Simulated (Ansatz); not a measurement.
# CH10OSSi2: the cost of one run

All numbers below are computed with Ansatz 0.2.0 (UKS PBE-D4/STO-3G).

## 1. The structure to begin with

Bond lengths: Si1–S2 2.524 Å, Si1–H3 1.488 Å, Si1–H4 1.467 Å, Si1–Si5 2.313 Å, Si1–O7 2.073 Å, O7–C8 1.400 Å, S2–H9 1.326 Å, Si5–H10 1.469 Å, Si5–H11 1.465 Å, Si5–H12 1.468 Å, C8–H13 1.092 Å, C8–H14 1.092 Å, C8–H15 1.094 Å. Angles (14 of 24 angles, heavy atoms first): S2–Si1–Si5 109.5°, S2–Si1–O7 74.5°, Si5–Si1–O7 82.2°, Si1–O7–C8 127.5°, Si1–S2–H9 94.0°, S2–Si1–H3 87.8°, S2–Si1–H4 108.1°, H3–Si1–Si5 107.2°, H3–Si1–O7 162.1°, H4–Si1–Si5 134.8°, H4–Si1–O7 84.4°, Si1–Si5–H10 113.7°, Si1–Si5–H11 111.4°, Si1–Si5–H12 110.7°.

Coordinates:

```xyz
15

Si   -0.7500   -0.6610   -0.7560
S     0.5651   -2.4634    0.4238
H    -1.2022   -1.7004   -1.7195
H    -2.0131   -0.4718   -0.0353
Si    0.7033    0.7357   -1.8897
H     0.6104   -0.8574    1.2155
O     0.0965    0.2626    0.8956
C    -0.5685    0.9020    1.9488
H     1.6884   -2.1995   -0.2293
H     2.1051    0.5953   -1.4724
H     0.3337    2.1433   -1.7197
H     0.6622    0.4667   -3.3318
H    -1.0988    1.7686    1.5482
H     0.1587    1.2417    2.6891
H    -1.2910    0.2376    2.4327
```

## 2. Run 1

150 steps of 0.5 fs at constant energy, with velocities drawn for 300 K.

The input, input.yaml:

```yaml
crystal:
  periodic: [false, false, false]
  atoms:
    - { symbol: Si, position_ang: [-0.75, -0.661, -0.756] }
    - { symbol: S, position_ang: [0.5651, -2.4634, 0.4238] }
    - { symbol: H, position_ang: [-1.2022, -1.7004, -1.7195] }
    - { symbol: H, position_ang: [-2.0131, -0.4718, -0.0353] }
    - { symbol: Si, position_ang: [0.7033, 0.7357, -1.8897] }
    - { symbol: H, position_ang: [0.6104, -0.8574, 1.2155] }
    - { symbol: O, position_ang: [0.0965, 0.2626, 0.8956] }
    - { symbol: C, position_ang: [-0.5685, 0.902, 1.9488] }
    - { symbol: H, position_ang: [1.6884, -2.1995, -0.2293] }
    - { symbol: H, position_ang: [2.1051, 0.5953, -1.4724] }
    - { symbol: H, position_ang: [0.3337, 2.1433, -1.7197] }
    - { symbol: H, position_ang: [0.6622, 0.4667, -3.3318] }
    - { symbol: H, position_ang: [-1.0988, 1.7686, 1.5482] }
    - { symbol: H, position_ang: [0.1587, 1.2417, 2.6891] }
    - { symbol: H, position_ang: [-1.291, 0.2376, 2.4327] }
magnetization:
  spin_polarized: true
basis:
  gaussian: { orbitals: STO-3G }
hamiltonian:
  xc: pbe
  dispersion: d4
md:
  timestep: 0.5
  n_steps: 150
  ensemble: nve
  temperature: 300.0
  initial_velocities: maxwell_boltzmann
  seed: 1038
```

On the command line:

```sh
ansatz run input.yaml --threads 1 --pin off --max-ram 2048MiB --backend cpu --events-out ev --progress --plain --runs-dir out
```

**Question.** How long does this run take on 1 thread of Arm Neoverse V1, shared host, and how much memory does it need?

About 13 min, with a peak of 0.13 GiB.
